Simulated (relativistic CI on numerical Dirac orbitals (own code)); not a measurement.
# K²⁺: one ion under different settings

Aim: see what numerical and physical settings do to the SCF, the total energy and the lowest levels of K²⁺.

The numbers are computed with relativistic CI on numerical Dirac orbitals (own code) version 3 (Dirac-Coulomb-Breit CI, KLI orbitals optimised for each configuration, model QED (radiative potential, 1s self-energy scaled to tabulated hydrogen-like ionisation energies), numerical settings as typed), except any that are marked as measured or tabulated.

## Step 1: What is computed

- ion: K²⁺ (K III)
- nuclear charge: 19
- electrons: 17
- isotope: A = 39

## Step 2: A try

Settings of the run:

```ini
atom K  Z=19  charge=2  electrons=17
nucleus A=39  rms_radius_fm=3.4349
hamiltonian dirac-coulomb  breit=on  qed=on  c_scale=1
orbitals kli  potential=per-configuration
slater_scale 1
correlation none
mixing on
grid step=0.0125 r_max=34.3
scf mixing=0.4 start=green max_iterations=4 tolerance=2e-08 node_fill=0.05
configurations
  [Ne] 3s2 3p5
end
```

On the command line:

```sh
> python run_levels.py task.json out
```

One command runs all members of the session, one after another, from task.json.

Main fields of the result record, rounded:

```text
{
  "status": "not_converged",
  "warnings": ["SCF of 1s2 2s2 2p6 3s2 3p5 did not converge"],
  "scf_steps of the first configuration [iteration, E_Ha, residual, outer_eigenvalue_Ha]": [
    [1, -597.1088842, 1.27, -2.388],
    [2, -599.6718554, 0.528, -1.898],
    [3, -600.2393052, 0.0366, -1.654],
    [4, -600.2449254, 0.0276, -1.725]
  ]
}
```

It took 0.013 s on 1 thread, shared host.

What went wrong: the run ended without a result. The SCF ran into its iteration limit before the residual met the tolerance. The input had iteration limit 4. The cure is to restore the usual settings of the SCF.

## Step 3: With the usual settings

Changes to the settings of step 2:

```diff
@@ -8,3 +8,3 @@
 grid step=0.0125 r_max=34.3
-scf mixing=0.4 start=green max_iterations=4 tolerance=2e-08 node_fill=0.05
+scf mixing=0.4 start=green max_iterations=150 tolerance=2e-08 node_fill=0.05
 configurations
```

From the record:

```text
{
  "status": "converged",
  "levels [i, E_cm, J2, conf, term, w_term, w_jj]": [
    [0, 0, 3, "3p5", "2P*", 1, 1],
    [1, 2193.1314, 1, "3p5", "2P*", 1, 1]
  ],
  "total_energy [Ha]": -599.98468919,
  "n_levels_all": 2,
  "overlap": 3.38188e-13,
  "scf_iterations": [10],
  "orbital_energies [Ha]": {"1s": -130.513, "2s": -14.2229, "2p1/2": -11.5972, "2p3/2": -11.4908, "3s": -2.32862, "3p1/2": -1.70836, "3p3/2": -1.69776},
  "configurations [conf, odd, states, E_av_Ha, breit_Ha, qed_Ha]": [
    ["3p5", 1, 6, -600.2461569, 0.1595, 0.1053]
  ],
  "scf_steps of the first configuration [iteration, E_Ha, residual, outer_eigenvalue_Ha]": [
    [1, -597.1088842, 1.27, -2.388],
    [2, -599.6718554, 0.528, -1.898],
    [3, -600.2393052, 0.0366, -1.654],
    [4, -600.2449254, 0.0276, -1.725],
    [5, -600.2461371, 0.00237, -1.701],
    [6, -600.2461514, 0.000191, -1.697],
    [7, -600.2461541, 8.36e-05, -1.698],
    [8, -600.2461569, 2.49e-06, -1.698],
    [9, -600.2461569, 5.34e-07, -1.698],
    [10, -600.2461569, 3.02e-09, -1.698]
  ]
}
```

It took 0.086 s on 1 thread, shared host.

## Step 4: Nuclear radius 3.7784

Changes to the settings of step 3:

```diff
@@ -1,3 +1,3 @@
 atom K  Z=19  charge=2  electrons=17
-nucleus A=39  rms_radius_fm=3.4349
+nucleus A=39  rms_radius_fm=3.7784
 hamiltonian dirac-coulomb  breit=on  qed=on  c_scale=1
```

From the record:

```text
{
  "status": "converged",
  "levels [i, E_cm, J2, conf, term, w_term]": [
    [0, 0, 3, "3p5", "2P*", 1],
    [1, 2193.1315, 1, "3p5", "2P*", 1]
  ],
  "total_energy [Ha]": -599.98452886,
  "n_levels_all": 2,
  "overlap": 3.37941e-13,
  "scf_iterations": [10],
  "orbital_energies [Ha]": {"1s": -130.513, "2s": -14.2229, "2p1/2": -11.5972, "2p3/2": -11.4908, "3s": -2.32862, "3p1/2": -1.70836, "3p3/2": -1.69776},
  "configurations [conf, odd, states, E_av_Ha, breit_Ha, qed_Ha]": [
    ["3p5", 1, 6, -600.2459958, 0.1595, 0.1053]
  ],
  "scf_steps of the first configuration [iteration, E_Ha, residual, outer_eigenvalue_Ha]": [
    [1, -597.1087246, 1.27, -2.388],
    [2, -599.6716946, 0.528, -1.898],
    [3, -600.2391441, 0.0366, -1.654],
    [4, -600.2447643, 0.0276, -1.725],
    [5, -600.245976, 0.00237, -1.701],
    [6, -600.2459903, 0.000191, -1.697],
    [7, -600.245993, 8.36e-05, -1.698],
    [8, -600.2459958, 2.49e-06, -1.698],
    [9, -600.2459958, 5.34e-07, -1.698],
    [10, -600.2459958, 3.02e-09, -1.698]
  ]
}
```

Wall time 0.089 s (1 thread, shared host).

The changed nuclear radius is not that of the isotope named.

## Step 5: Node fill 0.5

Settings of the run:

```ini
atom K  Z=19  charge=2  electrons=17
nucleus A=39  rms_radius_fm=3.4349
hamiltonian dirac-coulomb  breit=on  qed=on  c_scale=1
orbitals kli  potential=per-configuration
slater_scale 1
correlation none
mixing on
grid step=0.0125 r_max=34.3
scf mixing=0.4 start=green max_iterations=150 tolerance=2e-08 node_fill=0.5
configurations
  [Ne] 3s2 3p5
end
```

From the record:

```text
{
  "status": "converged",
  "levels [i, E_cm, J2, conf, term, w_term]": [
    [0, 0, 3, "3p5", "2P*", 1],
    [1, 2251.3396, 1, "3p5", "2P*", 1]
  ],
  "total_energy [Ha]": -599.97258236,
  "n_levels_all": 2,
  "overlap": 4.97829e-13,
  "scf_iterations": [10],
  "orbital_energies [Ha]": {"1s": -129.746, "2s": -13.8973, "2p1/2": -11.2468, "2p3/2": -11.1422, "3s": -2.27692, "3p1/2": -1.65928, "3p3/2": -1.6492},
  "configurations [conf, odd, states, E_av_Ha, breit_Ha, qed_Ha]": [
    ["3p5", 1, 6, -600.2324895, 0.1582, 0.1051]
  ],
  "scf_steps of the first configuration [iteration, E_Ha, residual, outer_eigenvalue_Ha]": [
    [1, -597.1088842, 1.38, -2.388],
    [2, -599.7672793, 0.578, -1.865],
    [3, -600.2277779, 0.0361, -1.603],
    [4, -600.2393503, 0.0292, -1.675],
    [5, -600.2331841, 0.00218, -1.653],
    [6, -600.2324953, 0.000169, -1.649],
    [7, -600.2324944, 4.47e-05, -1.649],
    [8, -600.2324894, 4.89e-07, -1.649],
    [9, -600.2324898, 9.67e-07, -1.649],
    [10, -600.2324895, 7.25e-09, -1.649]
  ]
}
```

It took 0.086 s on 1 thread, shared host.

## Step 6: Nuclear radius 3.7784, QED terms off, start potential previous

Settings of the run:

```ini
atom K  Z=19  charge=2  electrons=17
nucleus A=39  rms_radius_fm=3.7784
hamiltonian dirac-coulomb  breit=on  qed=off  c_scale=1
orbitals kli  potential=per-configuration
slater_scale 1
correlation none
mixing on
grid step=0.0125 r_max=34.3
scf mixing=0.4 start=previous max_iterations=150 tolerance=2e-08 node_fill=0.05
configurations
  [Ne] 3s2 3p5
end
```

From the record:

```text
{
  "status": "converged",
  "levels [i, E_cm, J2, conf, term, w_term]": [
    [0, 0, 3, "3p5", "2P*", 1],
    [1, 2187.4581, 1, "3p5", "2P*", 1]
  ],
  "total_energy [Ha]": -600.08981388,
  "n_levels_all": 2,
  "overlap": 3.3818e-13,
  "scf_iterations": [10],
  "orbital_energies [Ha]": {"1s": -130.513, "2s": -14.2229, "2p1/2": -11.5972, "2p3/2": -11.4908, "3s": -2.32862, "3p1/2": -1.70836, "3p3/2": -1.69776},
  "configurations [conf, odd, states, E_av_Ha, breit_Ha, qed_Ha]": [
    ["3p5", 1, 6, -600.2459958, 0.1595, 0]
  ],
  "scf_steps of the first configuration [iteration, E_Ha, residual, outer_eigenvalue_Ha]": [
    [1, -596.762034, 1.3, -0.9634],
    [2, -599.8486741, 0.374, -1.433],
    [3, -600.2353154, 0.0539, -1.693],
    [4, -600.2446439, 0.0183, -1.716],
    [5, -600.2459868, 0.000863, -1.699],
    [6, -600.2459874, 0.00023, -1.698],
    [7, -600.245995, 5.7e-05, -1.698],
    [8, -600.2459958, 4.85e-06, -1.698],
    [9, -600.2459958, 1.17e-06, -1.698],
    [10, -600.2459958, 1.52e-08, -1.698]
  ]
}
```

Wall time 0.038 s (1 thread, shared host).

The changed nuclear radius is not that of the isotope named.

## Step 7: Grid step 0.04

Settings of the run:

```ini
atom K  Z=19  charge=2  electrons=17
nucleus A=39  rms_radius_fm=3.4349
hamiltonian dirac-coulomb  breit=on  qed=on  c_scale=1
orbitals kli  potential=per-configuration
slater_scale 1
correlation none
mixing on
grid step=0.04 r_max=34.3
scf mixing=0.4 start=green max_iterations=150 tolerance=2e-08 node_fill=0.05
configurations
  [Ne] 3s2 3p5
end
```

From the record:

```text
{
  "status": "converged",
  "levels [i, E_cm, J2, conf, term, w_term]": [
    [0, 0, 3, "3p5", "2P*", 1],
    [1, 2193.1237, 1, "3p5", "2P*", 1]
  ],
  "total_energy [Ha]": -599.98454536,
  "n_levels_all": 2,
  "overlap": 1.41703e-09,
  "scf_iterations": [10],
  "orbital_energies [Ha]": {"1s": -130.513, "2s": -14.2229, "2p1/2": -11.5972, "2p3/2": -11.4908, "3s": -2.32862, "3p1/2": -1.70836, "3p3/2": -1.69776},
  "configurations [conf, odd, states, E_av_Ha, breit_Ha, qed_Ha]": [
    ["3p5", 1, 6, -600.2460144, 0.1595, 0.1053]
  ],
  "scf_steps of the first configuration [iteration, E_Ha, residual, outer_eigenvalue_Ha]": [
    [1, -597.1087445, 1.27, -2.388],
    [2, -599.6717139, 0.528, -1.898],
    [3, -600.2391631, 0.0366, -1.654],
    [4, -600.2447819, 0.0276, -1.725],
    [5, -600.2459947, 0.00237, -1.701],
    [6, -600.2460089, 0.000188, -1.697],
    [7, -600.2460106, 0.000125, -1.698],
    [8, -600.2460144, 2.39e-06, -1.698],
    [9, -600.2460144, 1.97e-07, -1.698],
    [10, -600.2460144, 7.51e-09, -1.698]
  ]
}
```

Wall time 0.034 s (1 thread, shared host).

## Step 8: Slater scale 5

Settings of the run:

```ini
atom K  Z=19  charge=2  electrons=17
nucleus A=39  rms_radius_fm=3.4349
hamiltonian dirac-coulomb  breit=on  qed=on  c_scale=1
orbitals kli  potential=per-configuration
slater_scale 5
correlation none
mixing on
grid step=0.0125 r_max=34.3
scf mixing=0.4 start=green max_iterations=91 tolerance=2e-08 node_fill=0.05
configurations
  [Ne] 3s2 3p5
end
```

From the record:

```text
{
  "status": "converged",
  "levels [i, E_cm, J2, conf, term, w_term]": [
    [0, 0, 3, "3p5", "2P*", 1],
    [1, 2319.1442, 1, "3p5", "2P*", 1]
  ],
  "total_energy [Ha]": -599.98488057,
  "n_levels_all": 2,
  "overlap": 3.38188e-13,
  "scf_iterations": [10],
  "orbital_energies [Ha]": {"1s": -130.513, "2s": -14.2229, "2p1/2": -11.5972, "2p3/2": -11.4908, "3s": -2.32862, "3p1/2": -1.70836, "3p3/2": -1.69776},
  "configurations [conf, odd, states, E_av_Ha, breit_Ha, qed_Ha]": [
    ["3p5", 1, 6, -600.2461569, 0.1595, 0.1053]
  ],
  "scf_steps of the first configuration [iteration, E_Ha, residual, outer_eigenvalue_Ha]": [
    [1, -597.1088842, 1.27, -2.388],
    [2, -599.6718554, 0.528, -1.898],
    [3, -600.2393052, 0.0366, -1.654],
    [4, -600.2449254, 0.0276, -1.725],
    [5, -600.2461371, 0.00237, -1.701],
    [6, -600.2461514, 0.000191, -1.697],
    [7, -600.2461541, 8.36e-05, -1.698],
    [8, -600.2461569, 2.49e-06, -1.698],
    [9, -600.2461569, 5.34e-07, -1.698],
    [10, -600.2461569, 3.02e-09, -1.698]
  ]
}
```

Run time: 0.084 s. Hardware: 1 thread, shared host.

A bad setting: its result is shown only for the comparison.

## Step 9: The runs side by side

| setting | total energy less usual (Ha) | largest shift of a level among the lowest eight of both runs, same label and place (cm⁻¹) | SCF iterations | time | lowest level | kind of change |
| --- | --- | --- | --- | --- | --- | --- |
| usual | 0 | 0 | 10 | 0.086 s | 3p5 2P°3/2 | - |
| nuclear radius 3.7784 | 0.00016 | 0 | 10 | 0.089 s | 3p5 2P°3/2 | unphysical constant |
| node fill 0.5 | 0.0121 | 58.2 | 10 | 0.086 s | 3p5 2P°3/2 | numerical |
| nuclear radius 3.7784, QED terms off, start potential previous | -0.105 | 5.67 | 10 | 0.038 s | 3p5 2P°3/2 | unphysical constant |
| grid step 0.04 | 0.000144 | 0.00771 | 10 | 0.034 s | 3p5 2P°3/2 | numerical |
| Slater scale 5 | -0.000191 | 126 | 10 | 0.084 s | 3p5 2P°3/2 | unsound |

## Step 10: Outcome

| quantity | value |
| --- | --- |
| lowest level, usual settings | 3p5 2P°3/2 |
| total energy | -599.9847 Ha |
| first excitation | 2193.1 cm⁻¹ |
| runs without a result | 1 |

**Reading.** Among the runs whose levels can be followed, they move most under «Slater scale 5» (unsound), by up to 126 cm⁻¹. Only the listed configurations are in the model. In a near-neutral ion this small CI can misplace whole configurations by 10,000 cm⁻¹ or more.
